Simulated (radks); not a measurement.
# Cl⁺ in [He] 2s2 2p4 3s2 3p4 3d2: an all-electron calculation

Aim: the levels, the sizes of the orbitals and the parts of the energy of the chlorine ion Cl+.

Method: scalar-relativistic Kohn-Sham, OLYP, spin-polarised, spherical densities, point nucleus; open shells are filled with parallel spins first. Code: radks (a radial shooting solver on a logarithmic mesh, Libxc functionals) version 1.

### 1 What is computed

| Property | Result |
| --- | --- |
| element | chlorine (Z = 17) |
| charge | +1 |
| electrons | 16 |
| configuration | [He] 2s2 2p4 3s2 3p4 3d2 |

The outer shells:

Cl⁺
```
[He] core
2s [↑↓]
2p [↑↓][↑ ][↑ ]
3s [↑↓]
3p [↑↓][↑ ][↑ ]
3d [↑ ][↑ ][  ][  ][  ]
```

### 2 The calculation

The run's settings:

```text
Z 17
configuration [He] 2s2 2p4 3s2 3p4 3d2 4s0 4p0
relativity scalar-relativistic
functional optx,lyp
spin polarised
nucleus point
c 137.035999084
```

**Question.** What will this run give?

**Answer**, as computed:

```
                        quantity                   value
                    total energy      -444.76291 hartree
exchange-correlation share of it                  5.86 %
                            −T/E                  1.0049
          highest occupied level        3d up, -8.353 eV
    most extended occupied level  3d up, <r> = 1.89 bohr
 radius at density 0.001 e/bohr³               3.69 bohr
    maxima of the radial density                       3
```

**Reading.** The radial density shows 3 maxima for 3 occupied principal shells. Relativity lifts −T/E to 1.005. This is not the tabulated ground configuration, so its levels and sizes aren't those of the ground state, and no measured value stands beside it.
